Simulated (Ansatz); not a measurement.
# C3H8OSi: molecular dynamics

The plan is to follow the molecule's vibrations and see whether its bonds hold. The start is relaxed first. Runs: 500 steps of 0.5 fs under a Langevin thermostat, set from 700 K to 1400 K by a schedule. SMILES of the start: CC(O)=C[SiH3].

All numbers below are computed with Ansatz 0.2.0 (RKS revPBE-D4/6-31G).

## 1. Starting point

Bond lengths: C1–C2 1.457 Å, C2–O3 1.370 Å, C2–C4 1.397 Å, C4–Si5 1.832 Å, C1–H6 1.066 Å, C1–H7 1.088 Å, C1–H8 1.155 Å, O3–H9 0.977 Å, C4–H10 1.014 Å, Si5–H11 1.522 Å, Si5–H12 1.485 Å, Si5–H13 1.532 Å. Angles (14 of 19 angles, heavy atoms first): C1–C2–O3 110.3°, C1–C2–C4 130.6°, O3–C2–C4 119.1°, C2–C4–Si5 125.6°, C2–C1–H6 114.8°, C2–C1–H7 111.1°, C2–C1–H8 111.1°, C2–O3–H9 108.2°, C2–C4–H10 120.1°, Si5–C4–H10 114.2°, C4–Si5–H11 109.3°, C4–Si5–H12 107.7°, C4–Si5–H13 113.5°, H6–C1–H7 109.5°.

Coordinates:

```xyz
13

C    -1.2155   -0.7445    0.9127
C     0.0361   -0.9410    0.1925
O     0.4184   -2.2550    0.2558
C     0.8601   -0.0248   -0.4657
Si    0.4843    1.7481   -0.7331
H    -1.1675   -0.9500    1.9574
H    -2.0196   -1.3247    0.4647
H    -1.5667    0.3542    0.8447
H     1.2992   -2.3373   -0.1599
H     1.7157   -0.3390   -0.9094
H     0.3989    2.4529    0.6132
H     1.6157    2.3396   -1.4913
H    -0.8388    1.9868   -1.4667
```

## 2. Preparing the start

input.yaml

```yaml
crystal:
  periodic: [false, false, false]
  atoms:
    - { symbol: C, position_ang: [-1.2155, -0.7445, 0.9127] }
    - { symbol: C, position_ang: [0.0361, -0.941, 0.1925] }
    - { symbol: O, position_ang: [0.4184, -2.255, 0.2558] }
    - { symbol: C, position_ang: [0.8601, -0.0248, -0.4657] }
    - { symbol: Si, position_ang: [0.4843, 1.7481, -0.7331] }
    - { symbol: H, position_ang: [-1.1675, -0.95, 1.9574] }
    - { symbol: H, position_ang: [-2.0196, -1.3247, 0.4647] }
    - { symbol: H, position_ang: [-1.5667, 0.3542, 0.8447] }
    - { symbol: H, position_ang: [1.2992, -2.3373, -0.1599] }
    - { symbol: H, position_ang: [1.7157, -0.339, -0.9094] }
    - { symbol: H, position_ang: [0.3989, 2.4529, 0.6132] }
    - { symbol: H, position_ang: [1.6157, 2.3396, -1.4913] }
    - { symbol: H, position_ang: [-0.8388, 1.9868, -1.4667] }
basis:
  gaussian: { orbitals: "6-31G" }
hamiltonian:
  xc: revpbe
  dispersion: d4
relax:
  f_tol: 0.02
  max_steps: 40
scf:
  lower_state_search: "off"
output:
  orbitals: {}
```

Launch:

```bash
$ ansatz run input.yaml --threads 1 --pin off --max-ram 2048MiB --backend cpu --events-out ev --progress --plain --runs-dir out
```

The runs that follow: The run.

Before running it: what results should come out? Wanted: relaxation of the start; temperature, first and last step; temperature, second half; potential energy, second half; bonds formed or broken.

As calculated:

| quantity | value |
| --- | --- |
| relaxation of the start | 5 moves, 0.443 eV lower |
| length | 500 steps of 0.5 fs |
| temperature, first and last step | 646 and 1763 K |
| temperature, second half | mean 930 K, from 524 to 1763 K |
| potential energy, second half | +101 meV/atom from the start |
| bonds formed or broken | 0 |

The set-point goes from 700 to 1400 K in 250 fs, and the last tenth of the run averages 1177 K. Such a rate, of order 10^15 K/s, is far beyond any furnace or quench, and the atoms lag the set-point. No bond forms or breaks. 250 fs on 13 atoms is far too short and small for converged averages. The nuclei move classically, without zero-point motion, which matters most for hydrogen. In so small a basis the energies are only a sketch.
